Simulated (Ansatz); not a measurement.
# Sc3CoO4 (element-swapped structure): how the settings move a single-point run

Aim: see which settings change the result for Sc3CoO4 (element-swapped structure), by how much, and at what cost.

Program: Ansatz 0.2.0. Level of theory: reference: DFT r2SCAN, plane waves, PAW, scalar-relativistic, no spin polarisation. These are calculated values, not measurements.

**1. The system as given**

It takes space group Immm (No. 71, orthorhombic). Conventional cell: a = 3.467 Å, b = 4.479 Å, c = 12.281 Å, α = 90.00°, β = 90.00°, γ = 90.00°. Sc (site symmetry mmm) is surrounded by 8 O at 2.43 Å. Sc (site symmetry mm2) is surrounded by 6 O at 2.41 to 2.42 Å. Around Co (site symmetry mmm) lie 4 O at 2.14 Å. O (site symmetry m) is surrounded by 1 O at 1.49 Å and 1 Co at 2.14 Å.

Structure file:

```
Sc Co O
1.0
     0.00000    4.47891    0.00000
     3.46731    0.00000    0.00000
     1.73366    2.23946   -6.14031
Sc Co O
3 1 4
Direct
  0.00000 0.50000 0.00000
  0.68806 0.68806 0.62388
  0.31194 0.31194 0.37612
  0.50000 0.00000 0.00000
  0.04137 0.87507 0.24986
  0.70877 0.87507 0.24986
  0.95863 0.12493 0.75014
  0.29123 0.12493 0.75014
```

**2. Baseline**

Input file input.yaml:

```yaml
crystal:
  lattice:
    - [0.0, 4.47891261, 0.0]
    - [3.46731356, 0.0, 0.0]
    - [1.73365678, 2.2394558, -6.14031224]
  atoms:
    - { symbol: Sc, position: [0.0, 0.5, 0.0] }
    - { symbol: Sc, position: [0.68806, 0.68806, 0.62388] }
    - { symbol: Sc, position: [0.31194, 0.31194, 0.37612] }
    - { symbol: Co, position: [0.5, 0.0, 0.0] }
    - { symbol: O, position: [0.04137, 0.87507, 0.24986] }
    - { symbol: O, position: [0.70877, 0.87507, 0.24986] }
    - { symbol: O, position: [0.95863, 0.12493, 0.75014] }
    - { symbol: O, position: [0.29123, 0.12493, 0.75014] }
  symmetry: { tolerance: 0.0003 }
kpoints:
  mp_grid: { grid: [5, 5, 5], shift: [0, 0, 0] }
magnetization:
  spin_polarized: false
scf:
  occupations: { method: gaussian, width: 0.0293 }
hamiltonian:
  pseudopotentials: { kind: paw }
  xc: r2scan
basis:
  ecutwfc: 500
output:
  forces: true
  stress: true
  eigenvalues: true
```

Command:

```bash
ansatz run input.yaml --threads 1 --pin off --max-ram 2560MiB --backend cpu --events-out ev --progress --plain --runs-dir out
```

**3. Changing settings: mixing.algorithm anderson, mixing.beta 0.5, mixing.ndim 4**

Changes to input.yaml since step 2:

```diff
@@ -21,2 +21,3 @@
   occupations: { method: gaussian, width: 0.0293 }
+  mixing: { algorithm: anderson, beta: 0.5, ndim: 4 }
 hamiltonian:
```

**4. Variant: mp_grid.grid [3, 3, 3]**

Changes to input.yaml since step 2:

```diff
@@ -16,3 +16,3 @@
 kpoints:
-  mp_grid: { grid: [5, 5, 5], shift: [0, 0, 0] }
+  mp_grid: { grid: [3, 3, 3], shift: [0, 0, 0] }
 magnetization:
```

**5. Changed: scf.algorithm direct_min, lower_state_search light**

Changes to input.yaml since step 2:

```diff
@@ -21,2 +21,4 @@
   occupations: { method: gaussian, width: 0.0293 }
+  algorithm: direct_min
+  lower_state_search: light
 hamiltonian:
```

**6. Changing settings: ecutwfc 700 eV**

Changes to input.yaml since step 2:

```diff
@@ -25,3 +25,3 @@
 basis:
-  ecutwfc: 500
+  ecutwfc: "700 eV"
 output:
```

**Question.** What will these runs give? Wanted: for each run, ending; energy change; pressure; gap; force.

**Answer**, as computed:

| run | ending | energy change | pressure (GPa) | gap (eV) | force (eV/Å) | cycles | time |
| --- | --- | --- | --- | --- | --- | --- | --- |
| reference | converged | 0 | 2.5 | 0.00 | 9.01 | 16 | 33 s |
| 1: mixing.algorithm anderson, mixing.beta 0.5, mixing.ndim 4 | converged | 0.0 meV/atom | 2.5 | 0.00 | 9.01 | 15 | 33 s |
| 2: mp_grid.grid [3, 3, 3] | converged | -0.4 meV/atom | 3.1 | 0.00 | 9.37 | 14 | 14 s |
| 3: scf.algorithm direct_min, lower_state_search light | converged | 0.0 meV/atom | 2.5 | 0.00 | 9.01 | 9 | 2.7 min |
| 4: ecutwfc 700 eV | converged | -3.6 meV/atom | 2.4 | 0.00 | 9.01 | 15 | 46 s |

Residual by cycle in the longest SCF loop of each run; runs are numbered as in the table. The quantity is the density residual dr2, in eV.

| cycle | reference | run 1 | run 2 | run 3 | run 4 |
| --- | --- | --- | --- | --- | --- |
| 1 | 3.06 | 3.06 | 2.01 | 3.07 | 3.08 |
| 2 | 62.7 | 62.7 | 47.9 | 1.1 | 62 |
| 4 | 0.145 | 0.0214 | 0.098 | 0.00498 | 0.145 |
| 5 | 0.0895 | 0.00327 | 0.0328 | 5.1e-4 | 0.0842 |
| 6 | 0.0577 | 0.00976 | 0.0314 | 2.6e-5 | 0.0488 |
| 8 | 0.0382 | 7.7e-5 | 0.00204 | 1.4e-7 | 0.0416 |
| 9 | 0.00531 | 3.1e-5 | 1.6e-4 | 6.9e-9 | 0.00107 |
| 11 | 7.4e-5 | 5.1e-5 | 9.0e-5 | - | 0.00192 |
| 12 | 1.5e-4 | 6.9e-6 | 5.5e-6 | - | 1.1e-4 |
| 13 | 1.1e-5 | 1.4e-7 | 2.1e-7 | - | 3.6e-6 |
| 15 | 5.0e-7 | 7.4e-8 | - | - | 1.4e-8 |
| 16 | 4.5e-8 | - | - | - | - |

Of the converged runs whose energies compare with the reference's, «ecutwfc 700 eV» moves the energy most (-3.6 meV/atom). Of the variants the dearest is «scf.algorithm direct_min, lower_state_search light» (2.7 min), the cheapest «mp_grid.grid [3, 3, 3]» (14 s), on a shared host. The reference has no spin polarisation; with Co present, a magnetic state may lie lower.

Caveats on the reference run: the cell is far from equilibrium (forces up to 9.0 eV/Å), so its values aren't those of the relaxed material; the structure is made up and not relaxed.
